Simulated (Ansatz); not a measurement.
# Cl3OV: the cost of one run

Computed with Ansatz 0.2.0 (the levels named in each step, unless a step's input says otherwise).

## 1. The system as given

Bond lengths: O1–V2 1.519 Å, V2–Cl3 2.004 Å, V2–Cl4 2.005 Å, V2–Cl5 2.004 Å. Angles: O1–V2–Cl3 110.2°, O1–V2–Cl4 110.1°, O1–V2–Cl5 110.2°, Cl3–V2–Cl4 108.8°, Cl3–V2–Cl5 108.8°, Cl4–V2–Cl5 108.8°.

Coordinates:

```xyz
5

O     0.0213   -0.0090    1.8022
V     0.0029   -0.0014    0.2838
Cl   -0.9583   -1.6200   -0.4037
Cl    1.8766   -0.0123   -0.4289
Cl   -0.9325    1.6387   -0.3884
```

## 2. A rough first relaxation, PBE-D4/def2-SVP

File input.yaml:

```yaml
crystal:
  periodic: [false, false, false]
  atoms:
    - { symbol: O, position_ang: [0.02128, -0.00896, 1.80217] }
    - { symbol: V, position_ang: [0.00294, -0.00142, 0.28376] }
    - { symbol: Cl, position_ang: [-0.95834, -1.61996, -0.40375] }
    - { symbol: Cl, position_ang: [1.87658, -0.01231, -0.42891] }
    - { symbol: Cl, position_ang: [-0.93245, 1.63872, -0.38836] }
basis:
  gaussian: { orbitals: def2-SVP }
hamiltonian:
  xc: pbe
  dispersion: d4
relax:
  f_tol: 0.03
  max_steps: 200
```

Started as:

```
$ ansatz run input.yaml --threads 4 --pin off --max-ram 10240MiB --backend cpu --events-out ev --progress --plain --runs-dir out
```

What time and memory should one allow on 4 threads of Intel Xeon at 2.50GHz (Skylake/Cascade Lake), shared host?

About 18 s, with a peak of 0.17 GiB.
